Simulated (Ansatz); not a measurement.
**C₃H₂F₆: a ladder of functionals and wavefunction methods**

How much do the methods differ for C₃H₂F₆? The plan is to run it at one geometry with functionals of several rungs and with coupled cluster. The yardstick is the atomisation energy at the CCSD(T) limit.

Method: functionals in def2-TZVPP, the program's frozen cores in correlated methods; program: Ansatz 0.2.0, Gaussian basis.

Levels to be run: LDA (SPW92), PBE-D4, revPBE-D4, BLYP-D4, r2SCAN-D4, B97M-V, PBE0-D4, B3LYP-D4, r2SCANh-D4, r2SCAN0-D4, HSE06-D4, BHLYP-D4, CAM-B3LYP-D4, LC-ωPBE, ωB97X-V, ωB97M-V, B2PLYP, PBE-QIDH; CCSD(T)/def2-SVP; CCSD(T)/def2-TZVPP; MP2/def2-QZVPP; extrapolation to the limit; RPA on PBE.

## (1) Structure used throughout

The geometry comes from an earlier relaxation with PBE0-D4 in a triple-zeta def2 set; it is a stationary point, not always the lowest conformer.

SMILES `FC(F)(F)CC(F)(F)F`, 11 atoms, charge 0, spin multiplicity 1.

Atoms are counted from 1 here; the program's logs count them from 0.

Bond lengths: F1–C2 1.333 Å, C2–F3 1.333 Å, C2–F4 1.340 Å, C2–C5 1.513 Å, C5–C6 1.512 Å, C5–H10 1.090 Å, C5–H11 1.090 Å, C6–F7 1.339 Å, C6–F8 1.333 Å, C6–F9 1.333 Å. Angles: F1–C2–F3 107.8°, F1–C2–F4 107.5°, F1–C2–C5 112.4°, F3–C2–F4 107.5°, F3–C2–C5 112.4°, F4–C2–C5 109.0°, C2–C5–C6 115.9°, C2–C5–H10 108.0°, C2–C5–H11 108.0°, C6–C5–H10 108.0°, C6–C5–H11 108.0°, H10–C5–H11 108.6°, C5–C6–F7 109.0°, C5–C6–F8 112.4°, C5–C6–F9 112.4°, F7–C6–F8 107.5°, F7–C6–F9 107.5°, F8–C6–F9 107.8°.

## (2) LDA

This LDA is Slater exchange with PW92 correlation.

in.yaml

```yaml
crystal:
  periodic: [false, false, false]
  atoms:
    - {symbol: F, position_ang: [-0.024296, -2.005652, -0.270893]}
    - {symbol: C, position_ang: [0.744602, -0.942558, -0.508752]}
    - {symbol: F, position_ang: [1.744044, -0.956680, 0.373672]}
    - {symbol: F, position_ang: [1.280515, -1.097857, -1.726550]}
    - {symbol: C, position_ang: [-0.036307, 0.352373, -0.475567]}
    - {symbol: C, position_ang: [-0.703774, 0.687212, 0.839736]}
    - {symbol: F, position_ang: [-1.357495, 1.849585, 0.714069]}
    - {symbol: F, position_ang: [-1.593481, -0.235192, 1.207808]}
    - {symbol: F, position_ang: [0.173892, 0.826666, 1.833818]}
    - {symbol: H, position_ang: [-0.809102, 0.299902, -1.242788]}
    - {symbol: H, position_ang: [0.646602, 1.165101, -0.723954]}
basis:
  gaussian: {orbitals: def2-TZVPP}
hamiltonian: {xc: lda}
output: {orbitals: {seedname: orbitals}}
```

Started as:

```sh
> ansatz run in.yaml --threads 2 --pin off --events-out ev --progress --plain --max-ram 32768MiB --backend cuda --devices 0, --max-vram 18GiB
```

Further steps of the session: PBE-D4 (GGA); revPBE-D4 (GGA); BLYP-D4 (GGA); r2SCAN-D4 (meta-GGA); B97M-V (meta-GGA); B3LYP-D4 (hybrid); r2SCANh-D4 (hybrid); r2SCAN0-D4 (hybrid); HSE06-D4 (hybrid); BHLYP-D4 (hybrid); CAM-B3LYP-D4 (range-separated); LC-ωPBE (range-separated); ωB97X-V (range-separated); ωB97M-V (range-separated); B2PLYP (double hybrid); PBE-QIDH (double hybrid); CCSD(T) in def2-SVP; CCSD(T) in def2-TZVPP; MP2 in def2-QZVPP; RPA on PBE orbitals.

Before running them: what should the planned runs give, taken together? Wanted: atomisation energy, CCSD(T)/CBS; farthest beyond LDA; mean size of error, GGA; mean size of error, meta-GGA; mean size of error, hybrid; mean size of error, range-separated; mean size of error, double hybrid; gap, smallest and largest; T1 diagnostic.

**Answer**, as computed:

```
                               quantity                                  value
        atomisation energy, CCSD(T)/CBS                          4576.3 kJ/mol
 functionals within 22.9 kJ/mol (0.5 %)  BLYP-D4, B97M-V, r2SCANh-D4, PBE-QIDH
                    farthest beyond LDA               BHLYP-D4 (-273.4 kJ/mol)
                mean size of error, GGA                            90.2 kJ/mol
           mean size of error, meta-GGA                            29.2 kJ/mol
             mean size of error, hybrid                            85.5 kJ/mol
    mean size of error, range-separated                            40.9 kJ/mol
      mean size of error, double hybrid                            33.6 kJ/mol
              gap, smallest and largest  9.57 eV (BLYP-D4), 17.26 eV (LC-ωPBE)
                          T1 diagnostic                                 0.0118
triples share of the correlation energy                                  3.2 %
```

What this shows: The LDA atomisation energy is off by 1014.6 kJ/mol (22 %): it overbinds. PBE-D4 misses by +225.1 kJ/mol. Double hybrids carry the basis error of their MP2 part in triple zeta, and no dispersion term here, so their miss is partly the set-up's. By mean error the best rung here is meta-GGA (29.2 kJ/mol) and the worst beyond LDA is GGA (90.2 kJ/mol). The gap between the best rungs is small, so their order is not settled. The reference freezes the cores and leaves out relativity and excitations past (T), so misses under about 22.9 kJ/mol can't be ranked. Hartree-Fock recovers 69 % of the binding; the rest is correlation. CCSD(T) in def2-SVP is off by -194.2 kJ/mol, worse than the median functional, from the basis alone. The gap grows from 9.6 to 17.3 eV across the functionals, mostly with the share of exact exchange.
